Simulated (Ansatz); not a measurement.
Born–Oppenheimer molecular dynamics of a periodic cell of 20 atoms, In8BAs8Cl3 (surface InAs(110), adsorbate BCl3). It goes on from the last frame of an earlier run, with new velocities.

Theory: DFT PBE, scalar-relativistic, plane waves, PAW (Ansatz). Settings: accuracy low, PAW set soft_1, cutoff 420 eV, k mesh 1x2x1, fermi-dirac smearing 0.1 eV, no spin polarisation.

* ensemble: NVT, Langevin thermostat
* time step: 1.5 fs
* steps asked: 230
* set temperature: 1000 K
* friction: 0.05 /fs
* atoms held: 2, 3, 5, 8
* seed: 572693

Frames 3 fs apart, positions in Å.

Velocities at 240 fs (Å/ps):

```
In 4.39 -6.70 0.53
As 0.00 0.00 0.00
In 0.00 0.00 0.00
As 4.57 -3.24 0.06
In 0.00 0.00 0.00
As -1.34 -1.74 -1.95
In -1.27 -1.60 -1.78
As 0.00 0.00 0.00
In -1.09 -3.05 6.15
As 7.01 2.83 -1.80
In -2.45 0.76 0.34
As -2.59 -0.70 -0.48
In -4.78 2.73 3.18
As 1.31 4.44 -3.41
In -1.72 -1.10 -0.13
As 1.79 -3.54 2.67
B 1.69 2.38 10.78
Cl 11.37 -3.48 -5.68
Cl -3.37 -0.75 1.43
Cl 5.87 -3.99 -1.52
```

```xyz
20
Lattice="8.6368 0.0000 0.0000 0.0000 6.1071 0.0000 0.0000 0.0000 19.4776" Properties=species:S:1:pos:R:3 time_fs=240 energy_less_start_eV=0.306 T=1048
In 0.082 4.618 3.281
As 0.000 0.000 1.000
In 2.159 1.527 1.000
As 6.492 3.293 2.986
In 6.478 1.527 1.000
As 2.358 3.297 2.883
In 4.298 4.890 3.394
As 4.318 0.000 1.000
In 4.237 4.779 7.395
As 4.086 0.488 5.544
In 6.293 2.068 5.223
As 1.927 3.759 7.767
In 2.100 2.384 5.636
As 6.302 3.153 7.737
In -0.318 4.859 7.223
As -0.072 0.712 5.143
B 5.602 4.090 11.287
Cl 4.094 4.944 10.903
Cl 5.536 2.350 11.089
Cl 6.973 5.049 11.857
20
Lattice="8.6368 0.0000 0.0000 0.0000 6.1071 0.0000 0.0000 0.0000 19.4776" Properties=species:S:1:pos:R:3 time_fs=243 energy_less_start_eV=0.340 T=1042
In 0.091 4.604 3.283
As 0.000 0.000 1.000
In 2.159 1.527 1.000
As 6.499 3.285 2.983
In 6.478 1.527 1.000
As 2.355 3.288 2.878
In 4.293 4.881 3.389
As 4.318 0.000 1.000
In 4.237 4.770 7.413
As 4.105 0.499 5.535
In 6.289 2.070 5.223
As 1.924 3.758 7.764
In 2.086 2.394 5.644
As 6.308 3.164 7.725
In -0.324 4.859 7.223
As -0.062 0.702 5.154
B 5.619 4.087 11.301
Cl 4.130 4.937 10.880
Cl 5.534 2.341 11.086
Cl 6.989 5.040 11.853
20
Lattice="8.6368 0.0000 0.0000 0.0000 6.1071 0.0000 0.0000 0.0000 19.4776" Properties=species:S:1:pos:R:3 time_fs=246 energy_less_start_eV=0.393 T=1093
In 0.102 4.595 3.280
As 0.000 0.000 1.000
In 2.159 1.527 1.000
As 6.505 3.277 2.970
In 6.478 1.527 1.000
As 2.351 3.276 2.876
In 4.289 4.870 3.384
As 4.318 0.000 1.000
In 4.244 4.768 7.426
As 4.125 0.512 5.525
In 6.286 2.070 5.220
As 1.927 3.756 7.760
In 2.071 2.401 5.655
As 6.315 3.167 7.711
In -0.329 4.856 7.222
As -0.047 0.690 5.163
B 5.644 4.067 11.308
Cl 4.162 4.928 10.857
Cl 5.542 2.317 11.074
Cl 6.996 5.032 11.845
20
Lattice="8.6368 0.0000 0.0000 0.0000 6.1071 0.0000 0.0000 0.0000 19.4776" Properties=species:S:1:pos:R:3 time_fs=249 energy_less_start_eV=0.452 T=785
In 0.111 4.587 3.276
As 0.000 0.000 1.000
In 2.159 1.527 1.000
As 6.508 3.273 2.961
In 6.478 1.527 1.000
As 2.351 3.269 2.880
In 4.282 4.861 3.375
As 4.318 0.000 1.000
In 4.254 4.769 7.437
As 4.143 0.521 5.515
In 6.286 2.072 5.218
As 1.928 3.749 7.757
In 2.060 2.404 5.664
As 6.322 3.170 7.691
In -0.329 4.849 7.221
As -0.029 0.678 5.169
B 5.659 4.069 11.304
Cl 4.188 4.921 10.834
Cl 5.550 2.292 11.067
Cl 6.995 5.019 11.847
20
Lattice="8.6368 0.0000 0.0000 0.0000 6.1071 0.0000 0.0000 0.0000 19.4776" Properties=species:S:1:pos:R:3 time_fs=252 energy_less_start_eV=0.504 T=1029
In 0.113 4.580 3.273
As 0.000 0.000 1.000
In 2.159 1.527 1.000
As 6.508 3.273 2.949
In 6.478 1.527 1.000
As 2.358 3.256 2.888
In 4.276 4.855 3.365
As 4.318 0.000 1.000
In 4.260 4.771 7.441
As 4.157 0.525 5.500
In 6.287 2.081 5.218
As 1.922 3.743 7.759
In 2.053 2.412 5.669
As 6.330 3.166 7.673
In -0.322 4.840 7.222
As -0.012 0.667 5.168
B 5.651 4.058 11.280
Cl 4.206 4.916 10.804
Cl 5.560 2.261 11.060
Cl 7.005 4.999 11.854
20
Lattice="8.6368 0.0000 0.0000 0.0000 6.1071 0.0000 0.0000 0.0000 19.4776" Properties=species:S:1:pos:R:3 time_fs=255 energy_less_start_eV=0.521 T=1045
In 0.112 4.581 3.274
As 0.000 0.000 1.000
In 2.159 1.527 1.000
As 6.501 3.277 2.928
In 6.478 1.527 1.000
As 2.357 3.242 2.894
In 4.273 4.852 3.362
As 4.318 0.000 1.000
In 4.269 4.773 7.442
As 4.173 0.532 5.482
In 6.285 2.087 5.221
As 1.917 3.738 7.758
In 2.047 2.415 5.671
As 6.338 3.163 7.655
In -0.316 4.826 7.221
As -0.002 0.660 5.168
B 5.646 4.027 11.261
Cl 4.222 4.909 10.761
Cl 5.565 2.236 11.062
Cl 7.019 4.973 11.858
20
Lattice="8.6368 0.0000 0.0000 0.0000 6.1071 0.0000 0.0000 0.0000 19.4776" Properties=species:S:1:pos:R:3 time_fs=258 energy_less_start_eV=0.497 T=1125
In 0.107 4.585 3.272
As 0.000 0.000 1.000
In 2.159 1.527 1.000
As 6.492 3.279 2.906
In 6.478 1.527 1.000
As 2.348 3.235 2.901
In 4.270 4.854 3.358
As 4.318 0.000 1.000
In 4.281 4.780 7.448
As 4.188 0.538 5.462
In 6.284 2.089 5.223
As 1.917 3.733 7.758
In 2.046 2.416 5.667
As 6.338 3.158 7.632
In -0.312 4.816 7.211
As -0.006 0.651 5.166
B 5.633 3.985 11.236
Cl 4.241 4.898 10.726
Cl 5.570 2.222 11.081
Cl 7.033 4.938 11.864
20
Lattice="8.6368 0.0000 0.0000 0.0000 6.1071 0.0000 0.0000 0.0000 19.4776" Properties=species:S:1:pos:R:3 time_fs=261 energy_less_start_eV=0.507 T=1244
In 0.108 4.590 3.270
As 0.000 0.000 1.000
In 2.159 1.527 1.000
As 6.491 3.277 2.885
In 6.478 1.527 1.000
As 2.336 3.234 2.905
In 4.270 4.850 3.356
As 4.318 0.000 1.000
In 4.298 4.794 7.457
As 4.197 0.547 5.443
In 6.285 2.089 5.221
As 1.914 3.730 7.752
In 2.045 2.413 5.659
As 6.334 3.154 7.607
In -0.308 4.803 7.199
As -0.005 0.642 5.164
B 5.618 3.940 11.227
Cl 4.261 4.889 10.698
Cl 5.585 2.213 11.109
Cl 7.030 4.902 11.875
20
Lattice="8.6368 0.0000 0.0000 0.0000 6.1071 0.0000 0.0000 0.0000 19.4776" Properties=species:S:1:pos:R:3 time_fs=264 energy_less_start_eV=0.538 T=1131
In 0.107 4.598 3.267
As 0.000 0.000 1.000
In 2.159 1.527 1.000
As 6.491 3.278 2.866
In 6.478 1.527 1.000
As 2.327 3.227 2.909
In 4.273 4.840 3.354
As 4.318 0.000 1.000
In 4.317 4.807 7.467
As 4.205 0.554 5.430
In 6.287 2.084 5.216
As 1.902 3.727 7.749
In 2.049 2.408 5.652
As 6.332 3.146 7.589
In -0.301 4.788 7.192
As -0.004 0.635 5.163
B 5.610 3.912 11.231
Cl 4.281 4.882 10.672
Cl 5.596 2.203 11.146
Cl 7.033 4.868 11.881
20
Lattice="8.6368 0.0000 0.0000 0.0000 6.1071 0.0000 0.0000 0.0000 19.4776" Properties=species:S:1:pos:R:3 time_fs=267 energy_less_start_eV=0.524 T=1322
In 0.101 4.607 3.262
As 0.000 0.000 1.000
In 2.159 1.527 1.000
As 6.490 3.277 2.854
In 6.478 1.527 1.000
As 2.319 3.219 2.913
In 4.277 4.826 3.353
As 4.318 0.000 1.000
In 4.337 4.817 7.472
As 4.208 0.560 5.421
In 6.294 2.083 5.211
As 1.893 3.725 7.745
In 2.049 2.401 5.647
As 6.337 3.126 7.576
In -0.296 4.774 7.185
As -0.003 0.627 5.164
B 5.623 3.901 11.224
Cl 4.305 4.888 10.642
Cl 5.601 2.188 11.197
Cl 7.020 4.838 11.887
20
Lattice="8.6368 0.0000 0.0000 0.0000 6.1071 0.0000 0.0000 0.0000 19.4776" Properties=species:S:1:pos:R:3 time_fs=270 energy_less_start_eV=0.492 T=938
In 0.093 4.615 3.250
As 0.000 0.000 1.000
In 2.159 1.527 1.000
As 6.486 3.282 2.849
In 6.478 1.527 1.000
As 2.315 3.208 2.916
In 4.280 4.818 3.349
As 4.318 0.000 1.000
In 4.354 4.825 7.473
As 4.213 0.561 5.410
In 6.306 2.087 5.204
As 1.887 3.724 7.739
In 2.045 2.393 5.646
As 6.343 3.108 7.578
In -0.297 4.762 7.176
As -0.001 0.621 5.175
B 5.652 3.899 11.216
Cl 4.320 4.895 10.613
Cl 5.612 2.179 11.243
Cl 7.005 4.814 11.883
```

Of the whole run (345 fs, mean temperature of the second half 966 K): A run of 0.34 ps of so small a system gives no equilibrium averages. Limits of this set-up: coarse k mesh, slab without dipole correction, no dispersion correction for a molecule that may bind weakly, a typed lattice constant that wasn't relaxed here, low accuracy level.

Time of the run: 36 min on 2 threads of Arm Neoverse V1, on a shared host, peak memory 1.9 GiB.
